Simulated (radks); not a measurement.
**Taking charge from the 4d level of Tc in fractions**

One table from this session's results is given with a row withheld; the runs are named, their logs left out.

Method: scalar-relativistic Kohn-Sham, PBE, spin-polarised, spherical densities, finite nucleus. Code: radks (a radial shooting solver on a logarithmic mesh, Libxc functionals) version 1.

## The system

| Property | Result |
| --- | --- |
| element | technetium (Z = 43) |
| charge | 0 |
| electrons | 43 |
| configuration | [Kr] 4d(up 5, down 0) 5s2 |
| nuclear rms radius | 4.4112 fm |

A shell typed twice in an input gives spin up, then spin down.

The first run:

The run's settings:

```text
Z 43
configuration [Kr] 4d5 4d0 5s2
relativity scalar-relativistic
functional pbe,pbe
spin polarised
nucleus finite rms 4.4112 fm
c 137.035999084
```

Among the steps run: Start: [Kr] 4d(up 5, down 0) 5s2.

One table of the session follows, with a row left open; its other results are not shown here.

It belongs to the step «Start: [Kr] 4d(up 5, down 0) 5s2». Sizes of the orbitals, from the radial functions (bohr):

| level | <r> | outermost maximum (interpolated) | 90 % within | nodes |
| --- | --- | --- | --- | --- |
| 4s up | 1.061 | 0.952 | 1.54 | 3 |
| 4s down | 1.054 | 0.946 | 1.53 | 3 |
| 4p up | 1.176 | 1.03 | 1.74 | 2 |
| 4p down | ? | ? | ? | ? |
| 4d up | 1.693 | 1.27 | 2.72 | 1 |
| 5s up | 3.206 | 2.68 | 4.80 | 4 |
| 4d down | 1.819 | 1.27 | 3.03 | 1 |
| 5s down | 3.515 | 2.88 | 5.32 | 4 |

Estimate the missing values for 4p down.

**Answer.** <r>: 1.170; outermost maximum (interpolated): 1.02; 90 % within: 1.74; nodes: 2. In the column «<r>» it lies between 4s up (1.061) and 4p up (1.176).
